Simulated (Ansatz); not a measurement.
RbLuS2, space group R-3m, densities of the highest filled and lowest empty bands

Computed with Ansatz's Python interface.

Run as a notebook:

In [1]:
```python
import itertools
import warnings

import ansatz as az
from ase import Atoms
import numpy as np
```

In [2]:
```python
atoms = Atoms(
    ["Rb", "Lu", "S", "S"],
    scaled_positions=[
        (0.0, 0.0, 0.0),
        (0.5, 0.5, 0.5),
        (0.2303, 0.2303, 0.2303),
        (0.7697, 0.7697, 0.7697),
    ],
    cell=[
        (1.9955, 1.1521, 7.61267),
        (-1.9955, 1.1521, 7.61267),
        (0.0, -2.3042, 7.61267),
    ],
    pbc=True,
)
xtal = az.Crystal.from_ase(atoms)

xtal.resolved().sites[-1]
```
Out [2]:
```text
Site(symbol='S', position=(0.7697, 0.7697, 0.7697), moment=None, axis=None, held=None, saved=None)
```

In [3]:
```python
setup = (
    xtal.calculation()
    .functional(az.Functional.R2SCAN)
    .kpoints(5, 5, 5)
    .occupations("fixed")
    .band_densities([("v3", "v1"), ("c1", "c1")])
)
with warnings.catch_warnings(record=True) as caught:
    warnings.simplefilter("always")
    res = setup.run(threads=1)
print("warnings raised:", sorted(w.category.__name__ for w in caught) or "none")
report = res.report
```
```text
warnings raised: ['DeckWarning', 'PlacementWarning']
```

In [4]:
```python
{key: value for key, value in report.items() if isinstance(value, (int, float)) and "ev" in key}
```
Out [4]:
```text
{'gap_by_band_count_ev': 2.791810948917326,
 'fermi_energy_ev': 6.816049809313383,
 'harris_foulkes_ev': -19841.761611541304,
 'free_energy_ev': -19841.76161154967,
 'internal_energy_ev': -19841.76161154967,
 'lagrangian_ev': -19841.76161154967,
 'energy_sigma0_ev': -19841.76161154967,
 'lagrangian_sigma0_ev': -19841.76161154967,
 'entropy_ts_ev': 0.0,
 'loop_fermi_energy_ev': 6.816049809321727,
 'occupations_fermi_energy_ev': 6.816049809313383}
```

In [5]:
```python
report["mixing_algorithm"], report["preconditioner"], report["eigensolver"]
```
Out [5]:
```text
('MSR1', 'Resta', 'band_cg')
```

In [6]:
```python
cell = np.asarray(res.lattice.cell_ang)
for names, window in zip([("v3", "v1"), ("c1", "c1")], res.band_densities().windows):
    density = window.outcome.density
    rho = density.channels[0].density_e_per_ang3
    axes = density.fft_grid_basis @ cell
    points = np.stack(np.meshgrid(*(np.arange(n) / n for n in rho.shape), indexing="ij"), axis=-1)
    print("bands", names, "electrons", np.round(window.outcome.n_electrons, 3), "peak", round(float(rho.max()), 3), "e/A^3")
    for index, site in enumerate(res.lattice.sites):
        offset = points - np.asarray(site.position_ang) @ np.linalg.inv(axes)
        offset -= np.round(offset)
        distance = np.min([np.linalg.norm((offset + image) @ axes, axis=-1) for image in itertools.product((-1, 0, 1), repeat=3)], axis=0)
        print(f"   {index} {site.symbol:2s} {100 * rho[distance < 1.2].sum() / rho.sum():5.1f} % within 1.2 A")
```
```text
bands ('v3', 'v1') electrons [6.] peak 0.426 e/A^3
   0 Rb   1.3 % within 1.2 A
   1 Lu   5.7 % within 1.2 A
   2 S   29.0 % within 1.2 A
   3 S   29.0 % within 1.2 A
bands ('c1', 'c1') electrons [2.] peak 0.217 e/A^3
   0 Rb   2.2 % within 1.2 A
   1 Lu  27.9 % within 1.2 A
   2 S    5.5 % within 1.2 A
   3 S    5.5 % within 1.2 A
```

Notes:
- Absolute energies stand on the zero of these potentials, so only differences at equal settings mean something. A total without «per atom» is that of the cell as typed.
- Along an axis with an odd division the mesh misses the point at one half; a gap read on a finite mesh is an upper bound on this functional's gap.
- Semilocal gaps usually lie well under measured ones.
- Under fixed occupations the level called the Fermi level is the highest filled one on the SCF mesh; off the mesh a filled band can lie a little above it.
- The zero of the levels is a convention of the potentials, so an absolute Fermi energy is no work function.
- The structure is a deposited one; some such entries were measured under pressure or heat, so a shift against it needn't be the functional's error alone.
- Gaps and levels are Kohn-Sham values on a finite set of k-points, without spin-orbit coupling.
- The windows are summed over all k-points with every state counted as full, the empty ones too; where a window cuts a degenerate level its bands share the weight. Values near the nuclei depend on the potentials. Spheres that overlap count density twice, so shares are no populations.
- The whole script took 10 s on 1 thread of Arm Neoverse V1 (shared host), peak memory 0.61 GiB.
